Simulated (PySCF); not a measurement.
**One shape, several levels: Si5H12 (SMILES [SiH3][Si]([SiH3])([SiH3])[SiH3])**

Wanted: a comparison of 3 runs (M06-L/6-31G*, r2SCAN/6-31G*, CCSD(T)/6-31G*) of Si5H12. 

Program for the calculation: PySCF 2.14.0.

### 1 Starting point

Si5H12: 17 atoms, total charge 0, spin state singlet. As SMILES, `[SiH3][Si]([SiH3])([SiH3])[SiH3]`. The coordinates come from a PBE0-D4/def2-TZVP relaxation.

Bond lengths: Si1–Si2 2.336 Å, Si2–Si3 2.336 Å, Si2–Si4 2.336 Å, Si2–Si5 2.336 Å, Si1–H6 1.488 Å, Si1–H7 1.488 Å, Si1–H8 1.488 Å, Si3–H9 1.488 Å, Si3–H10 1.488 Å, Si3–H11 1.488 Å, Si4–H12 1.488 Å, Si4–H13 1.488 Å, Si4–H14 1.488 Å, Si5–H15 1.488 Å, Si5–H16 1.488 Å, Si5–H17 1.488 Å. Some angles: Si1–Si2–Si3 109.4°, Si1–Si2–Si4 109.5°, Si1–Si2–Si5 109.5°, Si3–Si2–Si4 109.5°, Si3–Si2–Si5 109.4°, Si4–Si2–Si5 109.6°, Si2–Si1–H6 110.2°, Si2–Si1–H7 110.2°, Si2–Si1–H8 110.3°, Si2–Si3–H9 110.2°.

### 2 A single-point energy at M06-L/6-31G(d) (spherical functions) (run 1)

Input file run.py:

```python
# [SiH3][Si]([SiH3])([SiH3])[SiH3]
from pyscf import gto, dft

system = gto.M(
    atom='''
Si    -0.705057     2.204554    -3.753185
Si    -0.003590    -0.002079     0.004724
Si     4.186688     0.555202     1.274242
Si    -0.786315    -4.297615    -0.642129
Si    -2.704387     1.535969     3.139213
H     -0.225255     4.948815    -3.372783
H      1.011759     1.261014    -5.770279
H     -3.364090     1.863837    -4.601294
H      4.669702    -0.832235     3.671549
H      4.721103     3.284344     1.689037
H      5.938842    -0.416496    -0.698254
H     -0.313506    -5.740799     1.723997
H      0.895919    -5.300304    -2.659978
H     -3.459522    -4.691623    -1.419373
H     -5.386097     1.177677     2.374441
H     -2.266915     0.170453     5.557874
H     -2.245562     4.278340     3.557787
''',
    max_memory=1860,
    basis='6-31g*',
    spin=0,
    unit='bohr',
    charge=0,
    verbose=3,
)

ks = dft.RKS(system, xc='m06-l')
ks.grids.level = 5
ks.conv_tol = 1e-10
ks.kernel()
if not ks.converged:
    ks = ks.newton().run(ks.mo_coeff, ks.mo_occ)

e_tot = ks.e_tot
print(f'total energy: {e_tot:.8f} hartree')
```

Command:

```bash
$ OMP_NUM_THREADS=1 python run.py
```

Standard output:

```text
converged SCF energy = -1454.57800462439
total energy: -1454.57800462 hartree
```

Wall time 67 s (1 thread of Intel Xeon at 2.70GHz, shared host); peak memory 0.66 GiB.

### 3 The energy at r2SCAN/6-31G(d) (spherical functions) (run 2)

Input file calc.py:

```python
# [SiH3][Si]([SiH3])([SiH3])[SiH3]
from pyscf import gto, dft

mol = gto.Mole()
mol.atom = [
    ('Si', (-0.373100, 1.166600, -1.986100)),
    ('Si', (-0.001900, -0.001100, 0.002500)),
    ('Si', (2.215500, 0.293800, 0.674300)),
    ('Si', (-0.416100, -2.274200, -0.339800)),
    ('Si', (-1.431100, 0.812800, 1.661200)),
    ('H', (-0.119200, 2.618800, -1.784800)),
    ('H', (0.535400, 0.667300, -3.053500)),
    ('H', (-1.780200, 0.986300, -2.434900)),
    ('H', (2.471100, -0.440400, 1.942900)),
    ('H', (2.498300, 1.738000, 0.893800)),
    ('H', (3.142700, -0.220400, -0.369500)),
    ('H', (-0.165900, -3.037900, 0.912300)),
    ('H', (0.474100, -2.804800, -1.407600)),
    ('H', (-1.830700, -2.482700, -0.751100)),
    ('H', (-2.850200, 0.623200, 1.256500)),
    ('H', (-1.199600, 0.090200, 2.941100)),
    ('H', (-1.188300, 2.264000, 1.882700)),
]
mol.basis = '6-31g*'
mol.charge = 0
mol.max_memory = 1860
mol.verbose = 3
mol.build()

myscf = dft.RKS(mol)
myscf.xc = 'r2scan'
myscf.grids.level = 5
myscf.conv_tol = 1e-10
myscf.kernel()
if not myscf.converged:
    myscf = myscf.newton().run(myscf.mo_coeff, myscf.mo_occ)

etot = myscf.e_tot
print('E(%s) = %.9f' % ('R2SCAN', etot))
```

Command:

```bash
$ OMP_NUM_THREADS=1 python calc.py
```

Standard output:

```text
converged SCF energy = -1454.43315551275
E(R2SCAN) = -1454.433155513
```

It took 67 s on 1 thread of Intel Xeon at 2.70GHz, shared host; peak memory 0.66 GiB.

### 4 A single-point energy at CCSD(T)/6-31G(d) (spherical functions) (run 3)

Input file input.py:

```python
from pyscf import gto, cc

mol = gto.Mole()
mol.atom = '''
Si    -0.705057     2.204554    -3.753185
Si    -0.003590    -0.002079     0.004724
Si     4.186688     0.555202     1.274242
Si    -0.786315    -4.297615    -0.642129
Si    -2.704387     1.535969     3.139213
H     -0.225255     4.948815    -3.372783
H      1.011759     1.261014    -5.770279
H     -3.364090     1.863837    -4.601294
H      4.669702    -0.832235     3.671549
H      4.721103     3.284344     1.689037
H      5.938842    -0.416496    -0.698254
H     -0.313506    -5.740799     1.723997
H      0.895919    -5.300304    -2.659978
H     -3.459522    -4.691623    -1.419373
H     -5.386097     1.177677     2.374441
H     -2.266915     0.170453     5.557874
H     -2.245562     4.278340     3.557787
'''
mol.unit = 'bohr'
mol.max_memory = 1860
mol.verbose = 3
mol.basis = '6-31g*'
mol.build()

mf = mol.RHF()
mf.conv_tol = 1e-10
mf.kernel()
if not mf.converged:
    mf = mf.newton().run(mf.mo_coeff, mf.mo_occ)

mycc = cc.CCSD(mf, frozen=25)
mycc.kernel()
e_t = mycc.ccsd_t()
energy = mycc.e_tot + e_t
print('Final energy', energy)
```

Command:

```bash
$ OMP_NUM_THREADS=1 python input.py
```

Standard output:

```text
converged SCF energy = -1451.54612118281
E(CCSD) = -1452.041812965132  E_corr = -0.4956917823183888
CCSD(T) correction = -0.0155017781303291
Final energy -1452.0573147432624
```

Wall time 54 s (1 thread of Intel Xeon at 2.70GHz, shared host); peak memory 0.77 GiB.

### 5 The series

| run | level | integration grid | frozen core orbitals | energy (Eh) | dipole moment (D) of the reference | HOMO energy (eV) | LUMO energy (eV) | wall time |
| --- | --- | --- | --- | --- | --- | --- | --- | --- |
| 1 | M06-L/6-31G* (spherical functions) | 5 | – | -1454.578005 | 0.00 | -7.14 | -0.42 | 67 s |
| 2 | r2SCAN/6-31G* (spherical functions) | 5 | – | -1454.433156 | 0.00 | -7.17 | -0.54 | 67 s |
| 3 | CCSD(T)/6-31G* (spherical functions) | – | 25 | -1452.057315 | 0.00 | -10.45 | 3.03 | 54 s |

### 6 Summary of results

```
                                           quantity           value
                                run 3: total energy  -1452.05731 Eh
        run 3: dipole moment (Hartree–Fock density)          0.00 D
         run 3: HOMO energy (Hartree–Fock orbitals)       -10.45 eV
         run 3: LUMO energy (Hartree–Fock orbitals)         3.03 eV
       run 3: HOMO–LUMO gap (Hartree–Fock orbitals)        13.47 eV
run 3: correlation energy (25 core orbitals frozen)      -511.2 mEh
                              run 3: (T) correction      -15.50 mEh
                               run 3: T1 diagnostic           0.015
```

In words: Totals of different functionals can't be ranked against each other. All runs together took 3.1 min, the longest 67 s.
